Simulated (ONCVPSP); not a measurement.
# Pseudopotential generation for copper: ONCV, PBEsol

Task: generate the file, and judge it by its errors in other configurations, its logarithmic derivatives, its ghosts and its cutoff.

The numbers are computed with ONCVPSP 4.0.1.1 (patched build) (PBEsol, scalar-relativistic, spin-unpolarised reference atom).

## Step 1: The atom and the settings

The settings as typed:

- element: copper (Cu, Z = 29)
- type: optimised norm-conserving Vanderbilt (ONCV)
- frozen core: [Ar]
- valence charge: 11
- reference configuration: 3d10 4s1
- partial waves: 4s: rc 2.15 bohr, ncon 4, nbas 9, qcut 3.6 1/bohr, 1 projector; p scattering state at 0.02 Ha: rc 2.10 bohr, ncon 3, nbas 6, qcut 3.2 1/bohr, 3 projectors, debl 1.8 Ha; 3d: rc 1.05 bohr, ncon 4, nbas 8, qcut 13.8 1/bohr, 3 projectors, debl 2.5 Ha
- local potential: polynomial inside 0.90 bohr (lpopt 3, dvloc0 3 Ha)
- core correction: polynomial model core, fcfact 0.65

## Step 2: Generating the potential

Cu.dat reads:

```
# ATOM AND REFERENCE CONFIGURATION
# atsym  z   nc   nv     iexc    psfile
  Cu 29.00    5    2  -116133      upf
#
#   n    l    f
    1    0    2.00
    2    0    2.00
    2    1    6.00
    3    0    2.00
    3    1    6.00
    3    2   10.00
    4    0    1.00
#
# PSEUDOPOTENTIAL AND OPTIMIZATION
# lmax
    2
#
#   l,   rc,      ep,       ncon, nbas, qcut
    0    2.15    0.00    4    9    3.60
    1    2.10    0.02    3    6    3.20
    2    1.05    0.00    4    8   13.80
#
# LOCAL POTENTIAL
# lloc, lpopt,  rc(5),   dvloc0
    4    3    0.90    3.00
#
# VANDERBILT-KLEINMAN-BYLANDER PROJECTORs
# l, nproj, debl
    0    1    0.40
    1    3    1.80
    2    3    2.50
#
# MODEL CORE CHARGE
# icmod, fcfact, rcfact
    1    0.65    0.00
#
# LOG DERIVATIVE ANALYSIS
# epsh1, epsh2, depsh
   -2.00    5.00    0.02
#
# OUTPUT GRID
# rlmax, drl
    6.00    0.01
#
# TEST CONFIGURATIONS
# ncnf
    4
# nvcnf
#   n    l    f
    2
    3    2   10.00
    4    0    0.00
#
    2
    3    2    9.00
    4    0    0.00
#
    2
    3    2    8.00
    4    0    0.00
#
    2
    3    2    9.00
    4    0    1.00
#
```

The run is started by

```sh
$ oncvpsp.x < Cu.dat > Cu.out
```

Q: Predict the outcome of this session. Wanted: cutoffs for 1 and 0.1 mHa per electron, occupied waves; bound ghosts; GHOST(+) flags; largest test error; largest phase difference near zero energy, channels read; rms error of d²Exc/dn², without and with the model core.

**Answer**, as computed:

| quantity | value |
| --- | --- |
| cutoffs for 1 and 0.1 mHa per electron, occupied waves | 81 Ha and 91 Ha |
| bound ghosts | s at -53.99 eV |
| GHOST(+) flags | p at 143 eV, p at 791 eV (1 near or above the test basis's cutoff) |
| largest test error (AE − PS) | -60 meV, for 3d9 4s1 (1 test unsolved) |
| largest phase difference near zero energy, channels read | 0.001 rad |
| rms error of d²Exc/dn², without and with the model core | 7.82 and 1.29 mHa |

**Reading.** It has a bound ghost (s), a state that the atom doesn't have, and that rules the file out. By total energies transferability is fair where solved: the largest error is 60 meV on 11.6 eV, for 3d9 4s1. Of the tests 1 gave no usable energy difference, which is a warning in itself. By its cutoff, 81 Ha for the looser tolerance, it is very hard. At the looser tolerance the 3d wave is the slowest; 4s needs 5 Ha. Near zero energy the phases of the channels with partial waves agree within 0.001 rad. The program also flags highly localised states, GHOST(+) (p). All of this concerns the isolated atom, not yet a solid.
